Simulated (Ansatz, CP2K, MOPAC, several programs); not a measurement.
Energy against volume for PbF2 (fluorite), at fixed shape and fractional coordinates, computed by several methods (PBE and r2SCAN, where shown, with plane waves in Ansatz); the cell shown is that of r2SCAN. The symmetry is Fm-3m (No. 225, cubic); a = 5.921 Å in the conventional setting, 17.30 Å³ an atom. Pb is surrounded by 8 F at 2.56 Å; F is surrounded by 4 Pb at 2.56 Å. The values are computed, spin-unpolarised, and not measurements. Energies count from each curve's lowest point; fits are third-order Birch-Murnaghan.

```cif
data_structure
_symmetry_space_group_name_H-M 'Fm-3m'
_symmetry_Int_Tables_number 225
_cell_length_a 5.9209
_cell_length_b 5.9209
_cell_length_c 5.9209
_cell_angle_alpha 90.000
_cell_angle_beta 90.000
_cell_angle_gamma 90.000
_cell_volume 207.57
loop_
_atom_site_label
_atom_site_type_symbol
_atom_site_symmetry_multiplicity
_atom_site_Wyckoff_symbol
_atom_site_fract_x
_atom_site_fract_y
_atom_site_fract_z
_atom_site_occupancy
Pb1 Pb 4 a 0.00000 0.00000 0.00000 1
F1 F 8 c 0.25000 0.75000 0.75000 1
```

light PBE (260 eV, its own mesh), on the shape of the cell shown:

| V (Å³/atom) | E (meV/atom) |
| --- | --- |
| 15.913 | 117.26 |
| 16.605 | 67.11 |
| 17.297 | 114.80 |
| 17.989 | 29.36 |
| 18.681 | 0.00 |
| 19.373 | 13.11 |

The points scatter about a smooth fit, as a low cutoff and a light mesh can make them, so no fit is quoted.

PBE/SZV (CP2K), on the shape of the cell shown:
```csv
V (Å³/atom),E (meV/atom)
15.222,138.27
16.259,48.13
17.297,6.30
18.335,0.00
19.373,19.28
```
V₀ = 18.03 Å³ an atom and B₀ = 75 GPa.

PM7 (MOPAC), on the shape of the cell shown, as a cluster of 96 atoms at the zone centre:
```
V (Å³/atom)  E (meV/atom)
     15.222          0.00
     16.259        161.68
     17.297        318.58
     18.335        471.41
     19.373        605.80
```
The lowest point is an end point, so the minimum isn't bracketed.

r2SCAN, on the shape of its own relaxed cell:
```csv
V (Å³/atom),E (meV/atom)
16.259,16.99
16.778,4.02
17.297,0.00
17.816,3.49
18.335,13.33
```
V₀ = 17.30 Å³ an atom and B₀ = 77 GPa.

Task: PBE, on the shape of its own relaxed cell, gives
```tsv
V (Å³/atom)	E (meV/atom)
16.926	15.26
17.466	3.66
18.006	0.00
18.546	3.21
19.086	12.09
```
What equilibrium volume and bulk modulus follow?

Result: V₀ = 18.01 Å³ an atom and B₀ = 67 GPa.
